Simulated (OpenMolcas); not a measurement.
# Pd³⁺ among point charges: CASSCF levels and susceptibility

How does a field of 6 point charges split the states of Pd³⁺, and what χT follows?

Method: state-averaged CASSCF, spin-orbit coupling by RASSI with atomic mean-field integrals. Code: OpenMolcas 26.06.

1 further run of the same task is left out (set aside as unsound or not needed).

## 1. The system

```
Species                           : Pd³⁺ (palladium, Z = 46, 43 electrons)
Basis                             : ANO-RCC-VDZP [6s5p3d1f], 43 functions
Scalar Hamiltonian                : DKH2, point nucleus
Inactive shells                   : 1s 2s 2p 3s 3p 3d 4s 4p
Active space                      : 7 electrons in 5 orbitals (4d)
Some configurations of this space : 4d⁷
Orbitals                          : optimised for each spin and parity, averaged over all roots
```

Outer shells as boxes (Hund's rule):

4d7
```
4d [↑↓][↑↓][↑ ][↑ ][↑ ]
```

The ion sits among 6 point charges of -1.7 e arranged as a tetragonal octahedron (D4h), 1.97 Å from the ion, with the axial distance 1.891 Å.

Each step is its own input file, run in one work folder so that later steps find the files of earlier ones. Labels, J, g values, rates, χT and fits are worked out afterwards by a script from the matrices that RASSI stores. The input lists half of the charges; inversion (Group=XYZ) makes the rest.

## 2. GATEWAY and SEWARD: basis and integrals

Input file a.inp:

```
&GATEWAY
Coord
1

Pd 0.0 0.0 0.0
Basis=ANO-RCC-VDZP
Group=XYZ
NoMove
AngMom=0.0 0.0 0.0
AMFI
XField
3 Angstrom 0
1.970000 0.000000 0.000000 -1.700000
0.000000 1.970000 0.000000 -1.700000
0.000000 0.000000 1.891200 -1.700000
&SEWARD
```

Run with:

```sh
> OMP_NUM_THREADS=1 MOLCAS_MEM=1689 MOLCAS_PROJECT=a pymolcas a.inp > a.log
```

## 3. CASSCF: quartets of even parity, 10 roots

Input file a.inp:

```
&RASSCF
FileOrb=start.orb
Symmetry=1
Spin=4
nActEl=7 0 0
Inactive=9 9
Ras2=5 0
CIRoot=10 10 1
SDav=10
CIMx=300
Iter=120 100
PrWF=0.3
OrbListing=Nothing
MaxOrb=0
>>> COPY $Project.JobIph JOB001
```

start.orb holds the contracted functions of the basis, ordered by shell, or the orbitals of the step before.

## 4. Reference wave functions, doublets of even parity, 40 roots

Input file a.inp:

```
&RASSCF
FileOrb=start.orb
Symmetry=1
Spin=2
nActEl=7 0 0
Inactive=9 9
Ras2=5 0
CIRoot=40 40 1
SDav=40
CIMx=300
Iter=120 100
PrWF=0.3
OrbListing=Nothing
MaxOrb=0
>>> COPY $Project.JobIph JOB002
```

## 5. RASSI: spin-orbit coupling between the states

Input file a.inp:

```
&RASSI
NrOfJobIphs=2 10 40
1 2 3 4 5 6 7 8 9 10
1 2 3 4 5 6 7 8 9 10 11 12 13 14 15 16 17 18 19 20 21 22 23 24 25 26 27
28 29 30 31 32 33 34 35 36 37 38 39 40
IphNames
JOB001
JOB002
EJob
SpinOrbit
DIPRint=1.0
SOCoupling=1000.0
Subsets=2
Property=9
'ANGMOM' 1 'ANGMOM' 2 'ANGMOM' 3 'MLTPL  1' 1 'MLTPL  1' 2 'MLTPL  1' 3
'AMFI' 1 'AMFI' 2 'AMFI' 3
SOProperty=3
'ANGMOM' 1 'ANGMOM' 2 'ANGMOM' 3
```

Before running it: what results should come out? Wanted: spin-free ground state; first state of the same spin within the active space; lowest level; next level.

**Answer**, as computed:

```
                                            quantity                            value
                                              method                           CASSCF
                              spin-free ground state  4A2, 1-fold in its orbital part
first state of the same spin within the active space                  4E at 1220 cm⁻¹
                                        lowest level     2-fold, g = 2.48, 5.59, 5.59
                                          next level                       750.9 cm⁻¹
                                         χT at 300 K                   3.23 cm³ K/mol
                           effective moment at 300 K                          5.08 μB
```

The spin-free ground state (4A2) comes to 92 % from free-ion F terms and keeps the highest spin of the shell. χT at 300 K is 3.23, against 1.88 cm³ K/mol for the spin alone, so orbital moment adds to it. An active space of the d shell alone favours high spin; real ions in strong fields can be low spin. The field of point charges can differ much from that of real complexes. With metal d orbitals alone active, the gaps between spin states are rough; where two lie within a few thousand cm-1, their order is open. This is an electrostatic model: the charges have no orbitals.
